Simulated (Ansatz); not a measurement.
# C2H8ClNSi: one species, many methods

The task here is to estimate one member of a computed series from the others.

Program: Ansatz 0.2.0, Gaussian basis. Level of theory: functionals in def2-TZVPP, the program's frozen cores in correlated methods. These are calculated values, not measurements.

Plan: LDA (SPW92), PBE-D4, revPBE-D4, BLYP-D4, r2SCAN-D4, B97M-V, PBE0-D4, B3LYP-D4, r2SCANh-D4, r2SCAN0-D4, HSE06-D4, BHLYP-D4, CAM-B3LYP-D4, LC-ωPBE, ωB97X-V, ωB97M-V, B2PLYP, PBE-QIDH; CCSD(T)/def2-SVP; CCSD(T)/def2-TZVPP; MP2/def2-QZVPP; extrapolation to the limit; RPA on PBE.

## The relaxed structure

An earlier PBE0-D4 in a triple-zeta def2 set relaxation fixed the geometry.

SMILES `CCN[SiH2]Cl`, 13 atoms, charge 0, spin multiplicity 1.

Atoms are counted from 1 here; the program's logs count them from 0.

Bond lengths: C1–C2 1.519 Å, C1–H6 1.094 Å, C1–H7 1.093 Å, C1–H8 1.092 Å, C2–N3 1.453 Å, C2–H9 1.095 Å, C2–H10 1.096 Å, N3–Si4 1.696 Å, N3–H11 1.009 Å, Si4–Cl5 2.077 Å, Si4–H12 1.479 Å, Si4–H13 1.479 Å. Angles: C2–C1–H6 110.8°, C2–C1–H7 110.8°, C2–C1–H8 110.9°, H6–C1–H7 107.8°, H6–C1–H8 107.9°, H7–C1–H8 108.6°, C1–C2–N3 113.9°, C1–C2–H9 109.8°, C1–C2–H10 109.9°, N3–C2–H9 107.7°, N3–C2–H10 109.3°, H9–C2–H10 106.0°, C2–N3–Si4 124.5°, C2–N3–H11 113.5°, Si4–N3–H11 118.0°, N3–Si4–Cl5 115.2°, N3–Si4–H12 108.2°, N3–Si4–H13 108.8° and more.

The first run:

in.yaml reads:

```yaml
crystal:
  periodic: [false, false, false]
  atoms:
    - {symbol: C, position_ang: [-0.399599, -0.157466, 1.707857]}
    - {symbol: C, position_ang: [0.420059, 0.626800, 0.698340]}
    - {symbol: N, position_ang: [-0.170998, 0.676160, -0.627847]}
    - {symbol: Si, position_ang: [0.227134, -0.376287, -1.896991]}
    - {symbol: Cl, position_ang: [-0.428310, -2.333361, -1.662596]}
    - {symbol: H, position_ang: [-1.393321, 0.283076, 1.827798]}
    - {symbol: H, position_ang: [0.085914, -0.156445, 2.687217]}
    - {symbol: H, position_ang: [-0.527832, -1.192459, 1.384591]}
    - {symbol: H, position_ang: [1.415220, 0.180539, 0.603076]}
    - {symbol: H, position_ang: [0.580347, 1.648536, 1.060993]}
    - {symbol: H, position_ang: [-1.076669, 1.120691, -0.647956]}
    - {symbol: H, position_ang: [-0.411698, 0.126137, -3.132588]}
    - {symbol: H, position_ang: [1.700150, -0.480522, -1.986897]}
basis:
  gaussian: {orbitals: def2-TZVPP}
hamiltonian: {xc: lda}
output: {orbitals: {seedname: orbitals}}
```

Steps of the session up to this table: LDA; PBE-D4 (GGA); revPBE-D4 (GGA); BLYP-D4 (GGA); r2SCAN-D4 (meta-GGA); B97M-V (meta-GGA); PBE0-D4 (hybrid); B3LYP-D4 (hybrid); r2SCANh-D4 (hybrid); r2SCAN0-D4 (hybrid); HSE06-D4 (hybrid); BHLYP-D4 (hybrid); CAM-B3LYP-D4 (range-separated); LC-ωPBE-D4 (range-separated; the results give it without D4); ωB97X-V (range-separated); ωB97M-V (range-separated); B2PLYP (double hybrid); PBE-QIDH (double hybrid).

One table of the session follows, with a row left open; its other results are not shown here.

It belongs to the step «Orbital energies across the functionals». 

```
  functional  HOMO (eV)  LUMO (eV)  gap (eV)
 LDA (SPW92)      -6.11      -0.50      5.61
      PBE-D4      -5.95      -0.25      5.70
   revPBE-D4      -5.89      -0.14      5.75
     BLYP-D4      -5.82      -0.16      5.66
   r2SCAN-D4      -6.22       0.21      6.43
      B97M-V      -6.37      -0.09      6.28
     PBE0-D4      -7.30       0.59      7.90
    B3LYP-D4      -7.07       0.34      7.41
  r2SCANh-D4          ?          ?         ?
  r2SCAN0-D4      -7.49       0.89      8.39
    HSE06-D4      -6.90       0.22      7.12
    BHLYP-D4      -8.58       1.36      9.93
CAM-B3LYP-D4      -8.69       1.49     10.18
     LC-ωPBE     -10.07       2.72     12.79
     ωB97X-V      -9.71       2.54     12.25
     ωB97M-V      -9.62       2.16     11.78
```

Estimate the missing values for r2SCANh-D4.

Worked estimate for «HOMO (eV)». Against the share of exact exchange, r2SCAN-D4 (0, -6.22), r2SCAN0-D4 (0.25, -7.49) give a slope of -5.08 per unit share; at 0.1 the line stands at -6.73.

The run gave: HOMO (eV): -6.73; LUMO (eV): 0.49; gap (eV): 7.21. In «HOMO (eV)» the line misses by 0.00.
